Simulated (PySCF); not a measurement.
# Cl3HHfO: the cost of one run

Computed with PySCF 2.14.0. Level: levels as typed in each script, gas phase, geometry from GFN2-xTB.

### 1 Starting geometry

SMILES `O[Hf](Cl)(Cl)Cl`, 6 atoms, charge 0, spin multiplicity 1.

Bond lengths: O1–Hf2 1.834 Å, O1–H6 0.962 Å, Hf2–Cl3 2.244 Å, Hf2–Cl4 2.251 Å, Hf2–Cl5 2.243 Å. Angles: Hf2–O1–H6 127.3°, O1–Hf2–Cl3 118.1°, O1–Hf2–Cl4 101.4°, O1–Hf2–Cl5 118.0°, Cl3–Hf2–Cl4 107.7°, Cl3–Hf2–Cl5 103.2°, Cl4–Hf2–Cl5 107.9°.

As a file:

```csv
atom,x (Å),y (Å),z (Å)
O1,-0.6820,-0.0122,1.9160
Hf2,-0.0200,-0.0013,0.2060
Cl3,1.1918,1.7709,-0.4456
Cl4,-1.9177,-0.0125,-1.0039
Cl5,1.2258,-1.7460,-0.4530
H6,-1.6063,-0.0181,2.1842
```

### 2 Density, bond paths and surface potential (PBE/def2-tzvp)

Input file input.py:

```python
import numpy as np
from pyscf import gto, scf, dft
from pyscf.scf import atom_ks, atom_hf
from scipy.linalg import block_diag

def solve(mol, dm0=None, hcore=None):
    mf = (dft.UKS if mol.spin else dft.RKS)(mol, xc='pbe')
    mf.grids.level = 3
    mf = mf.density_fit(auxbasis='def2-universal-jkfit')
    mf.conv_tol, mf.max_cycle = 1e-8, 80
    if hcore is not None:
        mf.get_hcore = lambda *args: hcore
    mf.kernel(dm0)
    if not mf.converged:
        mf = mf.newton().run(mf.mo_coeff, mf.mo_occ, max_cycle=30)
    assert mf.converged, 'SCF not converged'
    return mf

mol = gto.M(atom='''
O     -0.68204    -0.01216     1.91602
Hf    -0.01996    -0.00132     0.20597
Cl     1.19182     1.77086    -0.44558
Cl    -1.91766    -0.01252    -1.00389
Cl     1.22583    -1.74597    -0.45300
H     -1.60634    -0.01806     2.18417
''', basis='def2-tzvp', ecp={'Hf': 'def2-tzvp'}, charge=0, spin=0, verbose=4)
mf = solve(mol)
mf.analyze()
# spherically averaged free atoms, for the promolecule
atom_ks.AtomSphAverageRKS.init_guess_by_vsap = lambda self, mol=None: self.init_guess_by_minao(mol)  # core potentials
atm = atom_ks.get_atm_nrks(mol, xc='pbe')
pro = block_diag(*[(atm[a[0]][2] * atm[a[0]][3]) @ atm[a[0]][2].T for a in mol._atom])
np.savez('result.npz', e=mf.e_tot, c=mf.mo_coeff, occ=mf.mo_occ, eps=mf.mo_energy, pro=pro, dip=mf.dip_moment(verbose=0), s2=mf.spin_square()[0])
```

On the command line:

```console
> OMP_NUM_THREADS=1 python input.py
```

Q: Estimate wall time and peak memory on 1 thread of Intel Xeon Platinum 8259CL at 2.50GHz (Skylake/Cascade Lake), shared host.

About 32 s, with a peak of 0.63 GiB.
